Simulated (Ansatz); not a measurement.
**Pt: one contact scaled**

Aim: change the length of one contact in Pt (Pt1–Pt2) by moving its two atoms, all else held, and follow energy and force. The runs shown use PAW. Its runs: shortest bond scaled by 1 (PAW); shortest bond scaled by 1.1 (PAW); shortest bond scaled by 0.94 (PAW); shortest bond scaled by 0.88 (PAW); shortest bond scaled by 0.76 (PAW and PAW (cutoff 1000 eV)).

Method: DFT, r2SCAN, PAW with Ansatz's default frozen-core files, scalar-relativistic, in Ansatz 0.2.0.

1 further run of the same task is left out (it didn't finish).

## 1. The structure to begin with

The structure is cubic, space group Fd-3m (No. 227). The conventional cell has a = 5.390 Å, b = 5.390 Å, c = 5.390 Å, α = 90.00°, β = 90.00°, γ = 90.00°. Pt (site symmetry -43m) is surrounded by 4 Pt at 2.33 Å.

Coordinates:

```cif
data_structure
_symmetry_space_group_name_H-M 'Fd-3m:1'
_symmetry_Int_Tables_number 227
_cell_length_a 5.3902
_cell_length_b 5.3902
_cell_length_c 5.3902
_cell_angle_alpha 90.000
_cell_angle_beta 90.000
_cell_angle_gamma 90.000
_cell_volume 156.61
loop_
_atom_site_label
_atom_site_type_symbol
_atom_site_symmetry_multiplicity
_atom_site_Wyckoff_symbol
_atom_site_fract_x
_atom_site_fract_y
_atom_site_fract_z
_atom_site_occupancy
Pt1 Pt 8 b 0.00000 0.50000 0.00000 1
```

The file gives the conventional cell by its symmetry; the runs use the cell typed in the input.

Atoms are numbered in the order of the input: Pt1, Pt2.

## 2. Shortest bond scaled by 1, PAW

input.yaml

```yaml
crystal:
  lattice:
    - [0.0, 2.6951100335, 2.6951100335]
    - [2.6951100335, 0.0, 2.6951100335]
    - [2.6951100335, 2.6951100335, 0.0]
  atoms:
    - { symbol: Pt, position: [-0.125, -0.125, -0.125] }
    - { symbol: Pt, position: [0.125, 0.125, 0.125] }
kpoints:
  mp_grid: { grid: [10, 10, 10] }
scf:
  occupations: { method: fermi_dirac, width: 0.05 }
hamiltonian:
  xc: r2scan
  pseudopotentials: { kind: paw }
output:
  forces: true
  stress: true
  eigenvalues: true
  efg: { contact_densities: true }
  populations: true
  write_density: true
  write_potential: true
  elf: true
  volumetric_format: npy
```

Launch:

```sh
$ ansatz run input.yaml --threads 1 --pin off --max-ram 2048MiB --backend cpu --events-out ev --progress --plain --runs-dir out
```

## 3. Shortest bond scaled by 1.1, PAW

input.yaml, as its differences from that of step 2:

```diff
@@ -6,4 +6,4 @@
   atoms:
-    - { symbol: Pt, position: [-0.125, -0.125, -0.125] }
-    - { symbol: Pt, position: [0.125, 0.125, 0.125] }
+    - { symbol: Pt, position: [-0.0875, -0.1375, -0.1375] }
+    - { symbol: Pt, position: [0.0875, 0.1375, 0.1375] }
 kpoints:
@@ -21,5 +21 @@
   populations: true
-  write_density: true
-  write_potential: true
-  elf: true
-  volumetric_format: npy
```

## 4. Shortest bond scaled by 0.94, PAW

input.yaml, as its differences from that of step 3:

```diff
@@ -6,4 +6,4 @@
   atoms:
-    - { symbol: Pt, position: [-0.0875, -0.1375, -0.1375] }
-    - { symbol: Pt, position: [0.0875, 0.1375, 0.1375] }
+    - { symbol: Pt, position: [-0.1475, -0.1175, -0.1175] }
+    - { symbol: Pt, position: [0.1475, 0.1175, 0.1175] }
 kpoints:
```

## 5. Shortest bond scaled by 0.88, PAW

input.yaml, as its differences from that of step 4:

```diff
@@ -6,4 +6,4 @@
   atoms:
-    - { symbol: Pt, position: [-0.1475, -0.1175, -0.1175] }
-    - { symbol: Pt, position: [0.1475, 0.1175, 0.1175] }
+    - { symbol: Pt, position: [-0.17, -0.11, -0.11] }
+    - { symbol: Pt, position: [0.17, 0.11, 0.11] }
 kpoints:
```

## 6. Shortest bond scaled by 0.76, PAW

input.yaml, as its differences from that of step 5:

```diff
@@ -6,4 +6,4 @@
   atoms:
-    - { symbol: Pt, position: [-0.17, -0.11, -0.11] }
-    - { symbol: Pt, position: [0.17, 0.11, 0.11] }
+    - { symbol: Pt, position: [-0.215, -0.095, -0.095] }
+    - { symbol: Pt, position: [0.215, 0.095, 0.095] }
 kpoints:
@@ -21 +21,5 @@
   populations: true
+  write_density: true
+  write_potential: true
+  elf: true
+  volumetric_format: npy
```

## 7. Shortest bond scaled by 0.76, PAW (cutoff 1000 eV)

input.yaml, as its differences from that of step 6:

```diff
@@ -19,7 +19,3 @@
   eigenvalues: true
-  efg: { contact_densities: true }
-  populations: true
-  write_density: true
-  write_potential: true
-  elf: true
-  volumetric_format: npy
+basis:
+  ecutwfc: 1000
```

(Steps that only read results are left out.)

Before running it: what results should come out?

The runs gave:

| quantity | value |
| --- | --- |
| force along the bond, positive apart, at 1.774 Å (PAW) | 47.12 eV/Å |
| force along the bond, positive apart, at 1.774 Å (PAW (cutoff 1000 eV)) | 47.12 eV/Å |
| length at zero force (straight line) | 2.33 Å |

At 1.77 Å the force along the bond is 47.12 eV/Å by PAW, and the energy stands 8.40 eV over the given length. A straight line between 2.19 and 2.33 Å puts zero force near 2.33 Å. There symmetry makes it vanish whatever the lattice constant, so this is no computed equilibrium length. With two atoms in the cell whole sublattices move, so the other contacts between the two sublattices change too; at scales over 1 some of them become the shortest. Spin-orbit coupling is left out, though the cell holds Pt; in elements this heavy it can shift bands and gaps by tenths of an eV.
